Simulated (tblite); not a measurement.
# C2H9F3Ge3: the cost of one run

Programs: tblite 0.8.0 and PySCF 2.14.0, with density-fitted response routines of our own. Each step states its level of theory. These are calculated values for one molecule in the gas phase, unless marked as measured. Atoms are numbered from 0 throughout.

## 1. The starting structure

17 atoms, charge 0, multiplicity 1; geometry from: force field or distance geometry start.

Bonds of the start (Å): F0–C1 1.38, C1–F2 1.40, C1–F3 1.38, C1–C4 1.53, C4–Ge5 1.95, Ge5–Ge6 2.39, Ge6–Ge7 2.38, C4–H8 1.12, C4–H9 1.11, Ge5–H10 1.55, Ge5–H11 1.55, Ge6–H12 1.55, Ge6–H13 1.55, Ge7–H14 1.55, Ge7–H15 1.54, Ge7–H16 1.55.

## 2. Geometry optimisation with GFN2-xTB

Job settings and geometry (Å):

```
{"job": {"kind": "relax", "xc": "GFN2-xTB", "basis": "xTB"}, "charge": 0, "multiplicity": 1}
F      2.696700    -0.199300    -2.106000
C      2.121000    -0.117200    -0.853900
F      3.125100    -0.332400     0.103100
F      1.583900     1.146700    -0.680600
C      1.039300    -1.188700    -0.704900
Ge     0.229900    -1.186800     1.065300
Ge    -1.016200     0.828900     1.396800
Ge    -2.317500     1.257100    -0.552900
H      1.486100    -2.192300    -0.897100
H      0.239800    -1.006900    -1.460300
H     -0.731000    -2.397000     1.177000
H      1.333100    -1.309800     2.152900
H     -0.045700     2.008500     1.641500
H     -1.941900     0.665300     2.628000
H     -3.300000     0.077500    -0.789200
H     -1.381300     1.392400    -1.765700
H     -3.128100     2.566200    -0.363800
```

The run is started by

```sh
$ OMP_NUM_THREADS=1 python probes_run.py task.json out
```

One launch serves the whole session: the jobs run in the order shown.

Q: Estimate the wall time of this first job on 1 thread of Arm Neoverse V1, shared host.

About 1.5 s.
